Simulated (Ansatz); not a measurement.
**CH4AlFO: one species, many methods**

Aim: compute CH4AlFO with functionals from several rungs and with coupled cluster. The yardstick is the atomisation energy at the CCSD(T) limit.

Program: Ansatz 0.2.0, Gaussian basis. Level of theory: functionals in def2-TZVPP, the program's frozen cores in correlated methods. These are calculated values, not measurements.

Levels to be run: LDA (SPW92), PBE-D4, revPBE-D4, BLYP-D4, r2SCAN-D4, B97M-V, PBE0-D4, B3LYP-D4, r2SCANh-D4, r2SCAN0-D4, HSE06-D4, BHLYP-D4, CAM-B3LYP-D4, LC-ωPBE, ωB97X-V, ωB97M-V, B2PLYP, PBE-QIDH; CCSD(T)/def2-SVP; CCSD(T)/def2-TZVPP; MP2/def2-QZVPP; extrapolation to the limit; RPA on PBE.

## 1. The geometry

The geometry comes from an earlier relaxation with PBE0-D4 in a triple-zeta def2 set; it is a stationary point, not always the lowest conformer.

8 atoms, charge 0, spin multiplicity 1.

Atoms are counted from 1 here; the program's logs count them from 0.

Bond lengths: O1–C2 1.529 Å, O1–Al3 1.940 Å, O1–H5 0.962 Å, C2–Al3 1.932 Å, C2–H6 1.089 Å, C2–H7 1.087 Å, Al3–F4 1.661 Å, Al3–H8 1.572 Å. Angles: C2–O1–Al3 66.4°, C2–O1–H5 111.3°, Al3–O1–H5 122.2°, O1–C2–Al3 67.0°, O1–C2–H6 109.1°, O1–C2–H7 106.9°, Al3–C2–H6 120.3°, Al3–C2–H7 127.4°, H6–C2–H7 111.1°, O1–Al3–C2 46.5°, O1–Al3–F4 107.9°, O1–Al3–H8 115.0°, C2–Al3–F4 114.7°, C2–Al3–H8 126.5°, F4–Al3–H8 118.7°.

## 2. LDA

This LDA is Slater exchange with PW92 correlation.

Contents of in.yaml:

```yaml
crystal:
  periodic: [false, false, false]
  atoms:
    - {symbol: O, position_ang: [0.048241, 0.817934, -0.708873]}
    - {symbol: C, position_ang: [0.409587, 0.489918, 0.739793]}
    - {symbol: Al, position_ang: [-0.031385, -1.077198, -0.299857]}
    - {symbol: F, position_ang: [-1.631275, -1.520428, -0.240923]}
    - {symbol: H, position_ang: [-0.740781, 1.365520, -0.757323]}
    - {symbol: H, position_ang: [-0.330749, 0.935394, 1.401962]}
    - {symbol: H, position_ang: [1.396891, 0.905782, 0.921535]}
    - {symbol: H, position_ang: [0.971570, -1.974024, -1.112114]}
basis:
  gaussian: {orbitals: def2-TZVPP}
hamiltonian: {xc: lda}
output: {orbitals: {seedname: orbitals}}
```

Run with:

```bash
> ansatz run in.yaml --threads 2 --pin off --events-out ev --progress --plain --max-ram 4352MiB
```

Further steps of the session: PBE-D4 (GGA); revPBE-D4 (GGA); BLYP-D4 (GGA); r2SCAN-D4 (meta-GGA); B97M-V (meta-GGA); PBE0-D4 (hybrid); B3LYP-D4 (hybrid); r2SCANh-D4 (hybrid); r2SCAN0-D4 (hybrid); HSE06-D4 (hybrid); BHLYP-D4 (hybrid); CAM-B3LYP-D4 (range-separated); LC-ωPBE (range-separated); ωB97X-V (range-separated); ωB97M-V (range-separated); B2PLYP (double hybrid); PBE-QIDH (double hybrid); CCSD(T) in def2-SVP; CCSD(T) in def2-TZVPP; MP2 in def2-QZVPP; RPA on PBE orbitals.

**Question.** What will the summary of the whole plan be? Wanted: atomisation energy, CCSD(T)/CBS; farthest beyond LDA; mean size of error, GGA; mean size of error, meta-GGA; mean size of error, hybrid; mean size of error, range-separated; mean size of error, double hybrid; gap, smallest and largest; T1 diagnostic.

The runs gave:

| quantity | value |
| --- | --- |
| atomisation energy, CCSD(T)/CBS | 29.897 eV |
| functionals within 0.149 eV (0.5 %) | r2SCAN-D4, B97M-V, CAM-B3LYP-D4, ωB97X-V, ωB97M-V |
| farthest beyond LDA | BHLYP-D4 (-1.323 eV) |
| mean size of error, GGA | 0.363 eV |
| mean size of error, meta-GGA | 0.067 eV |
| mean size of error, hybrid | 0.605 eV |
| mean size of error, range-separated | 0.114 eV |
| mean size of error, double hybrid | 0.512 eV |
| gap, smallest and largest | 5.18 eV (BLYP-D4), 12.49 eV (LC-ωPBE) |
| T1 diagnostic | 0.0116 |
| triples share of the correlation energy | 3.2 % |

In words: LDA overbinds by 4.099 eV (14 %). PBE-D4 misses by +0.189 eV. Double hybrids carry the basis error of their MP2 part in triple zeta, and no dispersion term here, so their miss is partly the set-up's. The rungs meta-GGA, range-separated miss on average by less than the doubt on the reference (0.149 eV), so they tie. The reference freezes the cores and leaves out relativity and excitations past (T), so misses under about 0.149 eV can't be ranked. Hartree-Fock recovers 72 % of the binding; the rest is correlation. CCSD(T) in def2-SVP is off by -1.833 eV, worse than the median functional, from the basis alone. Orbital gaps span 5.2 to 12.5 eV; exact exchange widens them.
